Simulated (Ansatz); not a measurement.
A nudged elastic band was laid between two geometries of a periodic cell of 17 atoms, W16F (host W, host structure bcc, interstitial F).

Level of theory: DFT LDA, scalar-relativistic, plane waves, PAW (Ansatz). Settings: cutoff 420 eV, k mesh 3x3x3, gaussian smearing 0.05 eV, no spin polarisation.

- movable images: 5
- climbing image: yes
- spring: 5.0 eV/Å²
- optimiser: fire
- start path: IDPP
- force threshold: 0.05 eV/Å
- iteration limit: 37
- end points: relaxed

Initial state:

```xyz
17
Lattice="6.3200 0.0000 0.0000 0.0000 6.3200 0.0000 0.0000 0.0000 6.3200" Properties=species:S:1:pos:R:3
W -0.186 -0.135 -0.006
W 3.348 -0.135 -0.006
W -0.006 3.176 -0.006
W -0.008 -0.016 3.154
W 1.581 1.706 1.760
W 3.167 3.176 -0.006
W 3.169 -0.016 3.154
W 4.741 1.588 1.582
W -0.030 3.183 3.154
W 1.581 4.716 1.580
W 1.581 1.707 4.547
W 3.191 3.183 3.154
W 4.741 4.708 1.605
W 4.741 1.588 4.726
W 1.581 4.716 4.727
W 4.741 4.708 4.703
F 1.581 0.786 -0.007
```

Final state:

```xyz
17
Lattice="6.3200 0.0000 0.0000 0.0000 6.3200 0.0000 0.0000 0.0000 6.3200" Properties=species:S:1:pos:R:3
W -0.188 0.002 0.126
W 3.345 0.002 0.126
W -0.009 3.162 0.008
W -0.008 0.002 3.136
W 1.578 1.588 1.596
W 3.166 3.162 0.008
W 3.165 0.002 3.136
W 4.738 1.613 1.602
W -0.033 3.162 3.129
W 1.578 4.735 1.596
W 1.578 1.768 4.605
W 3.190 3.162 3.129
W 4.738 4.710 1.602
W 4.738 1.589 4.723
W 1.578 4.555 4.605
W 4.738 4.734 4.723
F 1.579 0.001 -0.794
```

(1) What changes between the two ends?

(2) Give the energies along the band, and the barrier.

(3) What is the geometry of the highest image?

Answers

(1) The atom that moves furthest is F17, by 1.11 Å; four of its nearest neighbours are W5 1.99, W2 1.99, W1 1.99, W11 1.99 Å at the first end and W2 1.99, W15 1.99, W1 1.99, W11 1.99 Å at the last.

(2) It converged. The highest image is number 3 of 0 to 6, 0.53 eV above the ends, which have the same energy within 2 meV. By the program's own check the climbing image is a first-order saddle point (lowest curvatures found: -10.12 and 2.70 eV/Å²). Limits of this set-up: coarse k mesh, odd electron count without spin, a small cell, in which the defect meets its images, a typed lattice constant that wasn't relaxed here.

| image | path coordinate (Å) | energy (eV) | W5–F17 (Å) | W15–F17 (Å) |
| --- | --- | --- | --- | --- |
| 0 | 0.00 | 0.00 | 1.99 | 2.87 |
| 1 | 0.22 | 0.09 | 2.04 | 2.74 |
| 2 | 0.43 | 0.34 | 2.17 | 2.57 |
| 3 | 0.65 | 0.53 | 2.37 | 2.37 |
| 4 | 0.86 | 0.34 | 2.57 | 2.17 |
| 5 | 1.07 | 0.08 | 2.74 | 2.04 |
| 6 | 1.29 | 0.00 | 2.87 | 1.99 |

(3) 
```xyz
17
Lattice="6.3200 0.0000 0.0000 0.0000 6.3200 0.0000 0.0000 0.0000 6.3200" Properties=species:S:1:pos:R:3
W -0.217 -0.093 0.087
W 3.376 -0.093 0.087
W 0.002 3.145 0.007
W 0.002 -0.014 3.168
W 1.579 1.590 1.625
W 3.157 3.145 0.007
W 3.157 -0.014 3.168
W 4.740 1.581 1.589
W -0.038 3.185 3.128
W 1.580 4.721 1.593
W 1.579 1.821 4.492
W 3.197 3.185 3.128
W 4.740 4.689 1.624
W 4.739 1.596 4.718
W 1.579 4.688 4.723
W 4.740 4.724 4.733
F 1.580 0.435 -0.442
```

The run took 24 min on 4 threads of Intel(R) Xeon(R) Platinum 8488C (Sapphire Rapids) (shared host), peak memory 2.6 GiB.
